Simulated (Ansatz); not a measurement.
# Trimethylsilanol (C₃H₁₀OSi): vertical ionisation energy

Aim: the vertical ionisation energy of trimethylsilanol (C₃H₁₀OSi), as cation minus neutral at the neutral's geometry, on several levels, and how well −ε(HOMO) stands in for it.

Computed with Ansatz 0.2.0, Gaussian basis. Level: unrestricted cation, the program's frozen cores in correlated methods.

Levels to be run: UKS PBE-D4/def2-TZVPP; UKS r2SCAN-D4/def2-TZVPP; UKS PBE0-D4/def2-TZVPP; UKS B3LYP-D4/def2-TZVPP; UKS wB97X-V/def2-TZVPP; UKS wB97M-V/def2-TZVPP; UKS B2PLYP/def2-TZVPP; UHF-CCSD(T)/def2-TZVPP; UHF-MP2/def2-QZVPP; extrapolation to the limit; then −ε(HOMO) from the neutral's earlier runs with LDA (SPW92), PBE-D4, revPBE-D4, BLYP-D4, r2SCAN-D4, B97M-V, PBE0-D4, B3LYP-D4, r2SCANh-D4, r2SCAN0-D4, HSE06-D4, BHLYP-D4, CAM-B3LYP-D4, LC-ωPBE, ωB97X-V, ωB97M-V.

## Step 1: Structure used throughout

All runs share one geometry, relaxed beforehand with PBE0-D4 in a triple-zeta def2 set.

SMILES `C[Si](C)(C)O`, 15 atoms, charge 0, spin multiplicity 1.

Atoms are counted from 1 here; the program's logs count them from 0.

Bond lengths: C1–Si2 1.870 Å, C1–H6 1.094 Å, C1–H7 1.094 Å, C1–H8 1.093 Å, Si2–C3 1.870 Å, Si2–C4 1.861 Å, Si2–O5 1.660 Å, C3–H9 1.094 Å, C3–H10 1.093 Å, C3–H11 1.094 Å, C4–H12 1.093 Å, C4–H13 1.093 Å, C4–H14 1.093 Å, O5–H15 0.957 Å. Angles: Si2–C1–H6 111.5°, Si2–C1–H7 111.0°, Si2–C1–H8 111.0°, H6–C1–H7 107.4°, H6–C1–H8 107.9°, H7–C1–H8 107.9°, C1–Si2–C3 109.3°, C1–Si2–C4 111.0°, C1–Si2–O5 110.3°, C3–Si2–C4 111.0°, C3–Si2–O5 110.3°, C4–Si2–O5 104.8°, Si2–C3–H9 111.5°, Si2–C3–H10 111.0°, Si2–C3–H11 111.0°, H9–C3–H10 107.9°, H9–C3–H11 107.4°, H10–C3–H11 107.9° and more.

As a file:

| atom | x (Å) | y (Å) | z (Å) |
| --- | --- | --- | --- |
| C1 | -1.7599 | 0.1912 | 0.0715 |
| Si2 | 0.0899 | 0.2010 | -0.2047 |
| C3 | 0.9599 | 0.3703 | 1.4423 |
| C4 | 0.6393 | -1.3395 | -1.0932 |
| O5 | 0.5162 | 1.4481 | -1.2134 |
| H6 | -2.0959 | 1.1060 | 0.5683 |
| H7 | -2.0575 | -0.6517 | 0.7020 |
| H8 | -2.2967 | 0.1079 | -0.8769 |
| H9 | 0.6645 | 1.2881 | 1.9593 |
| H10 | 2.0448 | 0.3935 | 1.3113 |
| H11 | 0.7183 | -0.4687 | 2.1013 |
| H12 | 0.4051 | -2.2344 | -0.5106 |
| H13 | 1.7177 | -1.3227 | -1.2689 |
| H14 | 0.1422 | -1.4270 | -2.0624 |
| H15 | 0.3122 | 2.3381 | -0.9259 |

## Step 2: Cation, UKS PBE-D4/def2-TZVPP

in.yaml reads:

```yaml
crystal:
  periodic: [false, false, false]
  atoms:
    - {symbol: C, position_ang: [-1.759877, 0.191157, 0.071547]}
    - {symbol: Si, position_ang: [0.089934, 0.200958, -0.204703]}
    - {symbol: C, position_ang: [0.959904, 0.370301, 1.442324]}
    - {symbol: C, position_ang: [0.639298, -1.339504, -1.093221]}
    - {symbol: O, position_ang: [0.516210, 1.448059, -1.213449]}
    - {symbol: H, position_ang: [-2.095926, 1.106041, 0.568336]}
    - {symbol: H, position_ang: [-2.057499, -0.651740, 0.701974]}
    - {symbol: H, position_ang: [-2.296746, 0.107885, -0.876869]}
    - {symbol: H, position_ang: [0.664525, 1.288053, 1.959263]}
    - {symbol: H, position_ang: [2.044777, 0.393480, 1.311289]}
    - {symbol: H, position_ang: [0.718266, -0.468673, 2.101282]}
    - {symbol: H, position_ang: [0.405104, -2.234431, -0.510605]}
    - {symbol: H, position_ang: [1.717688, -1.322699, -1.268860]}
    - {symbol: H, position_ang: [0.142189, -1.426988, -2.062387]}
    - {symbol: H, position_ang: [0.312155, 2.338100, -0.925931]}
basis:
  gaussian: {orbitals: def2-TZVPP}
total_charge: 1
magnetization: {spin_polarized: true, initial_magnetization: 1}
hamiltonian: {xc: pbe, dispersion: d4}
```

Command:

```sh
$ ansatz run in.yaml --threads 2 --pin off --events-out ev --progress --plain --max-ram 32768MiB --backend cpu
```

Further steps of the session: Cation, UKS r2SCAN-D4/def2-TZVPP; Cation, UKS PBE0-D4/def2-TZVPP; Cation, UKS B3LYP-D4/def2-TZVPP; Cation, UKS wB97X-V/def2-TZVPP; Cation, UKS wB97M-V/def2-TZVPP; Cation, UKS B2PLYP (frozen core)/def2-TZVPP; Cation, UHF-CCSD(T)/def2-TZVPP; Cation, UHF-MP2/def2-QZVPP.

Q: Predict the results of all the runs planned. Wanted: ionisation energy, CCSD(T)/CBS; nearest functional by difference; nearest −ε(HOMO); −ε(HOMO) of PBE; T1 of the cation.

**Answer**, as computed:

| quantity | value |
| --- | --- |
| ionisation energy, CCSD(T)/CBS | 10.51 eV |
| nearest functional by difference | ωB97X-V (-0.26 eV) |
| nearest −ε(HOMO) | ωB97X-V (-0.11 eV) |
| −ε(HOMO) of PBE | 6.54 eV |
| T1 of the cation | 0.050 |

In words: By cation minus neutral, the functionals miss by 0.93 eV at most. −ε(HOMO) of PBE misses by 4.0 eV, since self-interaction lifts the level. Among orbital estimates ωB97X-V comes nearest. Hartree-Fock falls 0.64 eV short, as the neutral has more correlation energy than the cation. The cation's T1 (from the report) is 0.050, above the customary mark of 0.045 for open shells, so the coupled-cluster value is less safe. The cation may have settled in a state other than its lowest; no search over hole states beyond the program's own was made.
